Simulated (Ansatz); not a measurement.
This script drives Ansatz's Python interface.

The script, `fgeh5si.py`:
```python
import logging
import sys

import ansatz as az
import numpy as np

logging.basicConfig(stream=sys.stdout, format="%(name)s: %(message)s")
logger = logging.getLogger("calc")
logger.setLevel(logging.INFO)

params = {
    "basis": "def2-SVP",
    "xc": "b3lyp",
}


def main() -> None:
    molecule = (
        az.Crystal.molecule()
        .atom("F", [-2.0185, 1.1118, -0.1787])
        .atom("Ge", [-0.5232, 0.6056, -0.8143])
        .atom("Si", [0.5263, -0.6462, 0.7883])
        .atom("H", [-0.6744, -0.2513, -2.079])
        .atom("H", [0.3563, 1.8277, -1.1987])
        .atom("H", [0.7757, 0.1938, 1.998])
        .atom("H", [1.8817, -1.1046, 0.2843])
        .atom("H", [-0.2316, -1.7938, 1.1445])
    )

    symbols = [site.symbol for site in molecule.cartesian_sites]
    start = np.array([site.position_ang for site in molecule.cartesian_sites])
    axis = (start[3] - start[1]) / np.linalg.norm(start[3] - start[1])
    moving = [3]
    lengths, energies = [1.3, 1.41, 1.54, 1.69, 1.92, 2.3, 2.76, 3.38], []
    for length in lengths:
        xyz = start.copy()
        xyz[moving] += (length - np.linalg.norm(start[3] - start[1])) * axis
        point = az.Crystal.molecule()
        for symbol, place in zip(symbols, xyz):
            point = point.atom(symbol, place.tolist())
        calc = (
            point.calculation()
            .basis(gaussian=params["basis"])
            .functional(params["xc"])
            .scf(lower_state_search="light")
        )
        r = calc.run().report
        energies.append(r["free_energy_ev"])
        logger.info(f"r = {length:6.3f} A  E = {energies[-1]:.5f} eV  <S^2> = {abs(r['mean_field']['state']['spin_squared']):.3f}")

    print("energy above the lowest point (eV):", [round(e - min(energies), 3) for e in energies])


if __name__ == "__main__":
    main()
```

It is started by `python fgeh5si.py`. How long does it take on 1 thread of Intel(R) Xeon(R) Processor @ 2.30GHz (shared host), and how much memory does it need?

It took about 16 s, with a peak of 0.28 GiB, for 8 runs of the engine.

Output of `python fgeh5si.py`:
```text
calc: r =  1.300 A  E = -67183.98026 eV  <S^2> = 0.000
calc: r =  1.410 A  E = -67184.52364 eV  <S^2> = 0.000
calc: r =  1.540 A  E = -67184.71434 eV  <S^2> = 0.000
calc: r =  1.690 A  E = -67184.58208 eV  <S^2> = 0.000
calc: r =  1.920 A  E = -67184.03588 eV  <S^2> = 0.000
calc: r =  2.300 A  E = -67182.91521 eV  <S^2> = 0.000
calc: r =  2.760 A  E = -67181.73324 eV  <S^2> = 0.000
calc: r =  3.380 A  E = -67180.63992 eV  <S^2> = 0.000
energy above the lowest point (eV): [0.734, 0.191, 0.0, 0.132, 0.678, 1.799, 2.981, 4.074]
```

Reading the output:
- These settings explore the input space; basis and method may be short of convergence.
- The rest of the molecule is held rigid at a force-field or estimated start geometry, and the basis set is modest; single-reference methods fail as a bond breaks.
- b3lyp holds the VWN-RPA fit, as in Gaussian; the form of ORCA and Turbomole is b3lyp5.
- The orbitals are restricted, so S² is zero by construction.
- Toward dissociation an unrestricted state can lie under the restricted one, by tenths of an eV for polar bonds under a functional and by 1 to 2 eV or more for others.
